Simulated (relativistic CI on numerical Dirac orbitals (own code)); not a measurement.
# Ions of technetium: ground levels and radial parameters

Each member is run with a single configuration, to see the trend of ground level, magnetic moment, spin-orbit coupling and shell size.

Program: relativistic CI on numerical Dirac orbitals (own code) version 3. Level of theory: Dirac-Coulomb-Breit CI, KLI orbitals optimised for each configuration, model QED (radiative potential, 1s self-energy scaled to tabulated hydrogen-like ionisation energies), valence Slater integrals scaled by 0.9. These are calculated values, not measurements, unless marked.

## Step 1: The system

| Quantity | Value |
| --- | --- |
| members | Tc [Kr] 4d5 5s2, Tc⁺ [Kr] 4d5 5s, Tc²⁺ [Kr] 4d5, Tc³⁺ [Kr] 4d4, Tc⁴⁺ [Kr] 4d3, Tc⁵⁺ [Kr] 4d2, Tc⁶⁺ [Kr] 4d |
| Slater scale | 0.9 |

## Step 2: Tc, [Kr] 4d5 5s2

Settings of the run:

```ini
atom Tc  Z=43  charge=0  electrons=43
nucleus A=97  rms_radius_fm=4.4112
hamiltonian dirac-coulomb  breit=on  qed=on  c_scale=1
orbitals kli  potential=per-configuration
slater_scale 0.9
correlation none
mixing on
configurations
  [Kr] 4d5 5s2
end
```

Command:

```
$ python run_levels.py task.json out
```

task.json lists these runs, among others, and the program works through them in turn.

From the run's result record (rounded, not every field):

```text
{
  "status": "converged",
  "levels [i, E_cm, J2, conf, term, w_term, jj, w_jj, g, tau_s]": [
    [0, 0, 5, "4d5", "6S", 0.9944, "4d3/2^2 4d5/2^3", 0.4244, 2, "-"],
    [1, 19632.852, 5, "4d5", "4G", 0.9778, "4d3/2^2 4d5/2^3", 0.3807, 0.5778, 806.5],
    [2, 19770.47, 7, "4d5", "4G", 0.9881, "4d3/2^2 4d5/2^3", 0.4142, 0.9862, 8533],
    [3, 19858.846, 11, "4d5", "4G", 0.9919, "4d3/2^2 4d5/2^3", 0.5018, 1.272, "-"],
    [4, 19865.885, 9, "4d5", "4G", 0.9946, "4d3/2^2 4d5/2^3", 0.6568, 1.172, 2.429e+04],
    [5, 22313.809, 5, "4d5", "4P", 0.7254, "4d5/2", 0.3913, 1.533, 0.5155],
    [6, 22558.955, 3, "4d5", "4P", 0.7689, "4d3/2^3 4d5/2^2", 0.5613, 1.608, 0.7644],
    [7, 22895.368, 1, "4d5", "4P", 0.8889, "4d3/2^2 4d5/2^3", 0.5403, 2.38, "-"]
  ],
  "lines, the strongest and those to the lowest levels [upper, lower, type, S_au, A_per_s, branching]": [
    [1, 0, "M1", 3.637e-05, 0.001237, 0.9978],
    [2, 1, "M1", 12.65, 0.0001112, 0.9488],
    [4, 2, "M1", 16.9, 3.959e-05, 0.9615],
    [5, 0, "M1", 0.03868, 1.932, 0.996],
    [6, 0, "M1", 0.01686, 1.305, 0.9976]
  ],
  "n_levels_all": 37,
  "total_energy [Ha]": -4279.8565623,
  "configurations [conf, odd, states, E_av_cm, breit_Ha, qed_Ha, corr_Ha]": [
    ["4d5", 0, 252, 33574.6, 2.629, 1.758, "-"]
  ],
  "radial 4d5 [Ha, bohr]": {"<r^-3>(4d)": 4.7258, "<r^1>(4d)": 1.7274, "<r^2>(4d)": 3.6827, "<r^4>(4d)": 30.119, "F2(4d,4d)": 0.2594, "F4(4d,4d)": 0.16743, "zeta(4d)": 0.0035305}
}
```

Wall time 0.21 s (1 thread, shared host).

## Step 3: Tc⁺, [Kr] 4d5 5s

Settings of the run:

```ini
atom Tc  Z=43  charge=1  electrons=42
nucleus A=97  rms_radius_fm=4.4112
hamiltonian dirac-coulomb  breit=on  qed=on  c_scale=1
orbitals kli  potential=per-configuration
slater_scale 0.9
correlation none
mixing on
configurations
  [Kr] 4d5 5s
end
```

Result record:

```text
{
  "status": "converged",
  "levels [i, E_cm, J2, conf, term, w_term, jj, w_jj, g, tau_s]": [
    [0, 0, 6, "4d5 5s", "7S", 0.9957, "4d3/2^2 4d5/2^3 5s", 0.4259, 2.001, "-"],
    [1, 17086.14, 4, "4d5 5s", "5S", 0.9903, "4d3/2^2 4d5/2^3 5s", 0.4204, 1.998, 481.5],
    [2, 23324.371, 4, "4d5 5s", "5G", 0.9862, "4d3/2^2 4d5/2^3 5s", 0.3892, 0.3368, 1.015e+04],
    [3, 23379.973, 6, "4d5 5s", "5G", 0.989, "4d3/2^2 4d5/2^3 5s", 0.4141, 0.9187, 2277],
    [4, 23433.742, 8, "4d5 5s", "5G", 0.9927, "4d3/2^2 4d5/2^3 5s", 0.5102, 1.151, 7.042e+04],
    [5, 23443.169, 12, "4d5 5s", "5G", 0.9945, "4d3/2^2 4d5/2^3 5s", 0.5097, 1.333, "-"],
    [6, 23463.782, 10, "4d5 5s", "5G", 0.9952, "4d3/2^2 4d5/2^3 5s", 0.6318, 1.267, "-"],
    [7, 26150.299, 6, "4d5 5s", "5P", 0.7472, "4d5/2 5s", 0.363, 1.623, "-"]
  ],
  "lines, the strongest and those to the lowest levels [upper, lower, type, S_au, A_per_s, branching]": [
    [1, 0, "M1", 7.717e-05, 0.002076, 0.9997],
    [2, 0, "M1", 1.052e-06, 7.204e-05, 0.7309],
    [2, 1, "M1", 1.986e-05, 2.601e-05, 0.2639],
    [3, 0, "M1", 8.429e-06, 0.0004151, 0.9451],
    [3, 1, "M1", 1.158e-05, 1.113e-05, 0.02533]
  ],
  "n_levels_all": 74,
  "total_energy [Ha]": -4279.6625185,
  "configurations [conf, odd, states, E_av_cm, breit_Ha, qed_Ha, corr_Ha]": [
    ["4d5 5s", 0, 504, 41968.1, 2.629, 1.757, "-"]
  ],
  "radial 4d5 5s [Ha, bohr]": {"<r^-3>(4d)": 4.8765, "<r^1>(4d)": 1.6749, "<r^2>(4d)": 3.3944, "<r^4>(4d)": 23.101, "F2(4d,4d)": 0.26881, "F4(4d,4d)": 0.17419, "zeta(4d)": 0.0035933, "<r^1>(5s)": 3.0645, "<r^2>(5s)": 10.663, "<r^4>(5s)": 176.95, "G2(4d,5s)": 0.072297}
}
```

Wall time 0.19 s (1 thread, shared host).

## Step 4: Tc²⁺, [Kr] 4d5

Settings: those of step 3 with these lines changed.

```diff
@@ -1,2 +1,2 @@
-atom Tc  Z=43  charge=1  electrons=42
+atom Tc  Z=43  charge=2  electrons=41
 nucleus A=97  rms_radius_fm=4.4112
@@ -8,3 +8,3 @@
 configurations
-  [Kr] 4d5 5s
+  [Kr] 4d5
 end
```

Result record:

```text
{
  "status": "converged",
  "levels [i, E_cm, J2, conf, term, w_term, jj, w_jj, g, tau_s]": [
    [0, 0, 5, "4d5", "6S", 0.9948, "4d3/2^2 4d5/2^3", 0.4248, 2, "-"],
    [1, 21395.62, 5, "4d5", "4G", 0.9795, "4d3/2^2 4d5/2^3", 0.3823, 0.5772, 798.8],
    [2, 21526.381, 7, "4d5", "4G", 0.9889, "4d3/2^2 4d5/2^3", 0.4156, 0.986, 9781],
    [3, 21590.399, 11, "4d5", "4G", 0.9925, "4d3/2^2 4d5/2^3", 0.503, 1.272, "-"],
    [4, 21611.766, 9, "4d5", "4G", 0.9949, "4d3/2^2 4d5/2^3", 0.6574, 1.172, 3.388e+04],
    [5, 24342.443, 5, "4d5", "4P", 0.7233, "4d5/2", 0.3892, 1.533, 0.4294],
    [6, 24608.589, 3, "4d5", "4P", 0.7646, "4d3/2^3 4d5/2^2", 0.5619, 1.606, 0.6372],
    [7, 24971.89, 1, "4d5", "4P", 0.8855, "4d3/2^2 4d5/2^3", 0.5413, 2.37, "-"]
  ],
  "lines, the strongest and those to the lowest levels [upper, lower, type, S_au, A_per_s, branching]": [
    [1, 0, "M1", 2.838e-05, 0.001249, 0.998],
    [2, 1, "M1", 12.67, 9.55e-05, 0.9341],
    [4, 2, "M1", 16.91, 2.84e-05, 0.9622],
    [5, 0, "M1", 0.03578, 2.32, 0.9965],
    [6, 0, "M1", 0.01559, 1.566, 0.9981]
  ],
  "n_levels_all": 37,
  "total_energy [Ha]": -4279.1447102,
  "configurations [conf, odd, states, E_av_cm, breit_Ha, qed_Ha, corr_Ha]": [
    ["4d5", 0, 252, 36496.1, 2.628, 1.757, "-"]
  ],
  "radial 4d5 [Ha, bohr]": {"<r^-3>(4d)": 5.0984, "<r^1>(4d)": 1.6146, "<r^2>(4d)": 3.0976, "<r^4>(4d)": 17.647, "F2(4d,4d)": 0.28101, "F4(4d,4d)": 0.18307, "zeta(4d)": 0.0037039}
}
```

Wall time 0.16 s (1 thread, shared host).

## Step 5: Tc³⁺, [Kr] 4d4

Settings: those of step 4 with these lines changed.

```diff
@@ -1,2 +1,2 @@
-atom Tc  Z=43  charge=2  electrons=41
+atom Tc  Z=43  charge=3  electrons=40
 nucleus A=97  rms_radius_fm=4.4112
@@ -8,3 +8,3 @@
 configurations
-  [Kr] 4d5
+  [Kr] 4d4
 end
```

Result record:

```text
{
  "status": "converged",
  "levels [i, E_cm, J2, conf, term, w_term, jj, w_jj, g, tau_s]": [
    [0, 0, 0, "4d4", "5D", 0.9825, "4d3/2^2 4d5/2^2", 0.6279, "-", "-"],
    [1, 316.73081, 2, "4d4", "5D", 0.9886, "4d3/2^3 4d5/2", 0.5843, 1.5, 591.3],
    [2, 879.86366, 4, "4d4", "5D", 0.994, "4d3/2^2 4d5/2^2", 0.6729, 1.5, 99.89],
    [3, 1619.3264, 6, "4d4", "5D", 0.9947, "4d3/2^2 4d5/2^2", 0.4798, 1.499, 53.88],
    [4, 2486.4276, 8, "4d4", "5D", 0.9893, "4d3/2 4d5/2^3", 0.4287, 1.498, 57.19],
    [5, 16132.684, 8, "4d4", "3H", 0.9034, "4d3/2^3 4d5/2", 0.4844, 0.8262, 18.21],
    [6, 16238.663, 0, "4d4", "3P", 0.9503, "4d3/2^4", 0.5812, "-", 0.3041],
    [7, 16866.459, 10, "4d4", "3H", 0.9479, "4d3/2^2 4d5/2^2", 0.8388, 1.042, 95.11]
  ],
  "lines, the strongest and those to the lowest levels [upper, lower, type, S_au, A_per_s, branching]": [
    [1, 0, "M1", 5.92, 0.001691, 1],
    [2, 1, "M1", 10.39, 0.01001, 1],
    [3, 2, "M1", 11.91, 0.01856, 1],
    [5, 4, "M1", 0.006012, 0.04579, 0.8337],
    [6, 1, "M1", 0.03019, 3.286, 0.9994]
  ],
  "n_levels_all": 34,
  "total_energy [Ha]": -4278.0983624,
  "configurations [conf, odd, states, E_av_cm, breit_Ha, qed_Ha, corr_Ha]": [
    ["4d4", 0, 210, 25240.5, 2.629, 1.757, "-"]
  ],
  "radial 4d4 [Ha, bohr]": {"<r^-3>(4d)": 5.7273, "<r^1>(4d)": 1.5191, "<r^2>(4d)": 2.7037, "<r^4>(4d)": 12.655, "F2(4d,4d)": 0.3019, "F4(4d,4d)": 0.19826, "zeta(4d)": 0.0042443}
}
```

Wall time 0.16 s (1 thread, shared host).

## Step 6: Tc⁴⁺, [Kr] 4d3

Settings: those of step 5 with these lines changed.

```diff
@@ -1,2 +1,2 @@
-atom Tc  Z=43  charge=3  electrons=40
+atom Tc  Z=43  charge=4  electrons=39
 nucleus A=97  rms_radius_fm=4.4112
@@ -8,3 +8,3 @@
 configurations
-  [Kr] 4d4
+  [Kr] 4d3
 end
```

Result record:

```text
{
  "status": "converged",
  "levels [i, E_cm, J2, conf, term, w_term, jj, w_jj, g, tau_s]": [
    [0, 0, 3, "4d3", "4F", 0.9879, "4d3/2^3", 0.4277, 0.4033, "-"],
    [1, 1019.8671, 5, "4d3", "4F", 0.9949, "4d3/2^2 4d5/2", 0.7994, 1.029, 22.06],
    [2, 2298.8611, 7, "4d3", "4F", 0.9946, "4d3/2 4d5/2^2", 0.7415, 1.237, 11.14],
    [3, 3741.1276, 9, "4d3", "4F", 0.9815, "4d3/2 4d5/2^2", 0.4962, 1.33, 12.5],
    [4, 13416.879, 1, "4d3", "4P", 0.9471, "4d3/2^2 4d5/2", 0.7532, 2.564, 8.891],
    [5, 13456.312, 3, "4d3", "4P", 0.8634, "4d3/2^2 4d5/2", 0.5745, 1.668, 6.061],
    [6, 14788.271, 7, "4d3", "2G", 0.9917, "4d3/2 4d5/2^2", 0.5039, 0.8909, 0.9536],
    [7, 15053.836, 5, "4d3", "4P", 0.9886, "4d3/2 4d5/2^2", 0.6395, 1.596, 6.528]
  ],
  "lines, the strongest and those to the lowest levels [upper, lower, type, S_au, A_per_s, branching]": [
    [1, 0, "M1", 9.505, 0.04533, 1],
    [2, 1, "M1", 12.73, 0.08977, 1],
    [3, 2, "M1", 9.883, 0.07998, 1],
    [4, 0, "E2", 3.114, 0.07582, 0.6741],
    [5, 0, "M1", 0.003732, 0.06132, 0.3716]
  ],
  "n_levels_all": 19,
  "total_energy [Ha]": -4276.5758177,
  "configurations [conf, odd, states, E_av_cm, breit_Ha, qed_Ha, corr_Ha]": [
    ["4d3", 0, 120, 18558.2, 2.629, 1.757, "-"]
  ],
  "radial 4d3 [Ha, bohr]": {"<r^-3>(4d)": 6.374, "<r^1>(4d)": 1.4431, "<r^2>(4d)": 2.4176, "<r^4>(4d)": 9.7078, "F2(4d,4d)": 0.32027, "F4(4d,4d)": 0.21171, "zeta(4d)": 0.0048027}
}
```

Wall time 0.17 s (1 thread, shared host).

## Step 7: Tc⁵⁺, [Kr] 4d2

Settings: those of step 6 with these lines changed.

```diff
@@ -1,2 +1,2 @@
-atom Tc  Z=43  charge=4  electrons=39
+atom Tc  Z=43  charge=5  electrons=38
 nucleus A=97  rms_radius_fm=4.4112
@@ -8,3 +8,3 @@
 configurations
-  [Kr] 4d3
+  [Kr] 4d2
 end
```

Result record:

```text
{
  "status": "converged",
  "levels [i, E_cm, J2, conf, term, w_term, jj, w_jj, g, tau_s]": [
    [0, 0, 4, "4d2", "3F", 0.9822, "4d3/2^2", 0.7844, 0.6716, "-"],
    [1, 2028.7054, 6, "4d2", "3F", 1, "4d3/2 4d5/2", 1, 1.083, 4.748],
    [2, 4315.2306, 8, "4d2", "3F", 0.9942, "4d5/2^2", 0.736, 1.249, 4.16],
    [3, 13177.47, 4, "4d2", "1D", 0.7287, "4d3/2 4d5/2", 0.7043, 1.123, 0.6916],
    [4, 14062.439, 0, "4d2", "3P", 0.9922, "4d3/2^2", 0.6849, "-", 7.18],
    [5, 14900.484, 2, "4d2", "3P", 1, "4d3/2 4d5/2", 1, 1.501, 5.907],
    [6, 17060.659, 4, "4d2", "3P", 0.7432, "4d5/2^2", 0.8852, 1.371, 0.885],
    [7, 19997.297, 8, "4d2", "1G", 0.9942, "4d3/2 4d5/2", 0.736, 1.001, 0.7029]
  ],
  "lines, the strongest and those to the lowest levels [upper, lower, type, S_au, A_per_s, branching]": [
    [1, 0, "M1", 6.546, 0.2106, 1],
    [2, 1, "M1", 6.709, 0.2404, 1],
    [3, 0, "M1", 0.057, 0.7036, 0.4866],
    [3, 1, "M1", 0.09829, 0.7348, 0.5082],
    [5, 1, "E2", 4.378, 0.05776, 0.3411]
  ],
  "n_levels_all": 9,
  "total_energy [Ha]": -4274.5089631,
  "configurations [conf, odd, states, E_av_cm, breit_Ha, qed_Ha, corr_Ha]": [
    ["4d2", 0, 45, 10872.8, 2.629, 1.757, "-"]
  ],
  "radial 4d2 [Ha, bohr]": {"<r^-3>(4d)": 7.0386, "<r^1>(4d)": 1.3799, "<r^2>(4d)": 2.1963, "<r^4>(4d)": 7.7732, "F2(4d,4d)": 0.33679, "F4(4d,4d)": 0.22385, "zeta(4d)": 0.0053745}
}
```

Run time: 0.15 s. Hardware: 1 thread, shared host.

## Step 8: Tc⁶⁺, [Kr] 4d

Settings: those of step 7 with these lines changed.

```diff
@@ -1,2 +1,2 @@
-atom Tc  Z=43  charge=5  electrons=38
+atom Tc  Z=43  charge=6  electrons=37
 nucleus A=97  rms_radius_fm=4.4112
@@ -8,3 +8,3 @@
 configurations
-  [Kr] 4d2
+  [Kr] 4d
 end
```

Result record:

```text
{
  "status": "converged",
  "levels [i, E_cm, J2, conf, term, w_term, jj, w_jj, g, tau_s]": [
    [0, 0, 3, "4d", "2D", 1, "4d3/2", 1, 0.7991, "-"],
    [1, 3280.104, 5, "4d", "2D", 1, "4d5/2", 1, 1.2, 2.628]
  ],
  "lines, the strongest and those to the lowest levels [upper, lower, type, S_au, A_per_s, branching]": [
    [1, 0, "M1", 2.399, 0.3806, 1]
  ],
  "n_levels_all": 2,
  "total_energy [Ha]": -4271.8589992,
  "configurations [conf, odd, states, E_av_cm, breit_Ha, qed_Ha, corr_Ha]": [
    ["4d", 0, 10, 1968.06, 2.63, 1.758, "-"]
  ],
  "radial 4d [Ha, bohr]": {"<r^-3>(4d)": 7.7224, "<r^1>(4d)": 1.3256, "<r^2>(4d)": 2.0174, "<r^4>(4d)": 6.4089, "zeta(4d)": 0.0059582}
}
```

Wall time 0.14 s (1 thread, shared host).

## Step 9: All members side by side

```tsv
ion	open shell	lowest level	LS (%)	g	moment (μB)	ζ (cm⁻¹)	F² (cm⁻¹)	<r> (bohr)
Tc	4d	6S5/2	99	2.000	5.92	774.8	56932	1.73
Tc⁺	4d	7S3	100	2.001	6.93	788.6	58996	1.67
Tc²⁺	4d	6S5/2	99	2.000	5.92	812.9	61675	1.61
Tc³⁺	4d	5D0	98	-	0.00	931.5	66260	1.52
Tc⁴⁺	4d	4F3/2	99	0.403	0.78	1054	70292	1.44
Tc⁵⁺	4d	3F2	98	0.672	1.65	1180	73917	1.38
Tc⁶⁺	4d	2D3/2	100	0.799	1.55	1308	-	1.33
```

ζ, F² and <r> are unscaled and averaged over j; the moment is g√(J(J+1)) of the lowest level.

## Step 10: Outcome

```
           quantity                                                                      value
      lowest levels  Tc 6S5/2, Tc⁺ 7S3, Tc²⁺ 6S5/2, Tc³⁺ 5D0, Tc⁴⁺ 4F3/2, Tc⁵⁺ 3F2, Tc⁶⁺ 2D3/2
     largest moment                                                              6.93 μB (Tc⁺)
  ζ, first and last                                                       4d 775, 4d 1310 cm⁻¹
<r>, first and last                                                      4d 1.73, 4d 1.33 bohr
```

**Reading.** The 4d shell shrinks from 1.73 to 1.33 bohr as electrons are stripped. Spin-orbit coupling grows 1.7-fold. The largest moment belongs to Tc⁺. All lowest levels keep an LS purity of 70 % or more.
